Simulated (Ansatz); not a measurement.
# BFH4SeSi: up Jacob's ladder to CCSD(T)

Aim: compute BFH4SeSi with functionals from several rungs and with coupled cluster. The yardstick is the atomisation energy at the CCSD(T) limit.

Method: functionals in def2-TZVPP, the program's frozen cores in correlated methods; program: Ansatz 0.2.0, Gaussian basis.

Plan: PBE-D4, r2SCAN-D4, PBE0-D4, B3LYP-D4, ωB97X-V, ωB97M-V, B2PLYP; CCSD(T)/def2-TZVPP; MP2/def2-QZVPP; extrapolation to the limit.

**1. The relaxed structure**

All runs share one geometry, relaxed beforehand with PBE0-D4 in a triple-zeta def2 set.

SMILES `B[Se][SiH2]F`, 8 atoms, charge 0, spin multiplicity 1.

Atoms are counted from 1 here; the program's logs count them from 0.

Bond lengths: B1–Se2 1.915 Å, B1–H5 1.191 Å, B1–H6 1.191 Å, Se2–Si3 2.276 Å, Si3–F4 1.597 Å, Si3–H7 1.478 Å, Si3–H8 1.480 Å. Angles: Se2–B1–H5 116.4°, Se2–B1–H6 120.8°, H5–B1–H6 122.8°, B1–Se2–Si3 97.3°, Se2–Si3–F4 110.1°, Se2–Si3–H7 109.8°, Se2–Si3–H8 108.3°, F4–Si3–H7 108.0°, F4–Si3–H8 107.6°, H7–Si3–H8 113.0°.

**2. PBE-D4 (GGA)**

File in.yaml:

```yaml
crystal:
  periodic: [false, false, false]
  atoms:
    - {symbol: B, position_ang: [-1.005917, -0.067787, -1.483091]}
    - {symbol: Se, position_ang: [0.289132, -1.266149, -0.738060]}
    - {symbol: Si, position_ang: [0.837623, -0.005526, 1.075378]}
    - {symbol: F, position_ang: [-0.170354, -0.303657, 2.277268]}
    - {symbol: H, position_ang: [-1.546232, -0.425741, -2.481757]}
    - {symbol: H, position_ang: [-1.238650, 0.978437, -0.963812]}
    - {symbol: H, position_ang: [0.732643, 1.429553, 0.737583]}
    - {symbol: H, position_ang: [2.193855, -0.396030, 1.520692]}
basis:
  gaussian: {orbitals: def2-TZVPP}
hamiltonian: {xc: pbe, dispersion: d4}
output: {forces: true, orbitals: {seedname: orbitals}}
```

The run is started by

```sh
$ ansatz run in.yaml --threads 4 --pin off --events-out ev --progress --plain --max-ram 10444MiB
```

Further steps of the session: r2SCAN-D4 (meta-GGA); PBE0-D4 (hybrid); B3LYP-D4 (hybrid); ωB97X-V (range-separated); ωB97M-V (range-separated); B2PLYP (double hybrid); CCSD(T) in def2-TZVPP; MP2 in def2-QZVPP.

Before running them: what should the planned runs give, taken together? Wanted: atomisation energy, CCSD(T)/CBS; farthest; mean size of error, hybrid; mean size of error, range-separated; gap, smallest and largest; T1 diagnostic; triples share of the correlation energy.

**Answer**, as computed:

| quantity | value |
| --- | --- |
| atomisation energy, CCSD(T)/CBS | 27.739 eV |
| functionals within 0.277 eV (1.0 %) | PBE-D4, r2SCAN-D4, B3LYP-D4, ωB97X-V, ωB97M-V |
| farthest | B2PLYP (-0.406 eV) |
| mean size of error, hybrid | 0.231 eV |
| mean size of error, range-separated | 0.072 eV |
| gap, smallest and largest | 4.40 eV (PBE-D4), 10.71 eV (ωB97X-V) |
| T1 diagnostic | 0.0126 |
| triples share of the correlation energy | 3.4 % |

PBE-D4 is off by +0.027 eV. Double hybrids carry the basis error of their MP2 part in triple zeta, and no dispersion term here, so their miss is partly the set-up's. Misses under about 0.277 eV are within the doubt on the reference itself, which lacks core-valence correlation, relativity and higher excitations, and its outer-core shells are covered unevenly. All levels share the lack of spin-orbit coupling, which lowers the free heavy atoms and so the true binding. Hartree-Fock recovers 76 % of the binding; the rest is correlation. Orbital gaps span 4.4 to 10.7 eV; exact exchange widens them. Correlated methods include outer-core shells of Se, which these sets cover unevenly.
